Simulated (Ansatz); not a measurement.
# BBrH3NS: the cost of one run

The runs use Ansatz 0.2.0, Gaussian basis; functionals in def2-TZVPP, the program's frozen cores in correlated methods.

Levels to be run: PBE-D4, r2SCAN-D4, PBE0-D4, B3LYP-D4, ωB97X-V, ωB97M-V, B2PLYP; CCSD(T)/def2-TZVPP; CCSD(T)/def2-QZVPP; extrapolation to the limit.

## 1. The relaxed structure

An earlier PBE0-D4 in a triple-zeta def2 set relaxation fixed the geometry.

SMILES `NB(S)Br`, 7 atoms, charge 0, spin multiplicity 1.

Atoms are counted from 1 here; the program's logs count them from 0.

Bond lengths: N1–B2 1.389 Å, N1–H5 1.005 Å, N1–H6 1.006 Å, B2–S3 1.813 Å, B2–Br4 1.938 Å, S3–H7 1.339 Å. Angles: B2–N1–H5 122.2°, B2–N1–H6 123.1°, H5–N1–H6 114.6°, N1–B2–S3 120.6°, N1–B2–Br4 118.4°, S3–B2–Br4 121.0°, B2–S3–H7 96.3°.

## 2. PBE-D4 (GGA)

File in.yaml:

```yaml
crystal:
  periodic: [false, false, false]
  atoms:
    - {symbol: N, position_ang: [-0.997472, 0.379092, 0.579257]}
    - {symbol: B, position_ang: [0.085117, -0.004788, -0.201107]}
    - {symbol: S, position_ang: [1.512471, -0.835143, 0.546985]}
    - {symbol: Br, position_ang: [0.029616, 0.368938, -2.101627]}
    - {symbol: H, position_ang: [-1.801099, 0.840379, 0.190804]}
    - {symbol: H, position_ang: [-1.043632, 0.220856, 1.571255]}
    - {symbol: H, position_ang: [2.215009, -0.969324, -0.585557]}
basis:
  gaussian: {orbitals: def2-TZVPP}
hamiltonian: {xc: pbe, dispersion: d4}
output: {forces: true, orbitals: {seedname: orbitals}}
```

The run is started by

```
$ ansatz run in.yaml --threads 2 --pin off --events-out ev --progress --plain --max-ram 32768MiB --backend cpu
```

**Question.** How long does this run take on 2 threads of AMD EPYC 7R13, shared host, and how much memory does it need?

About 4.3 s, with a peak of 0.26 GiB.
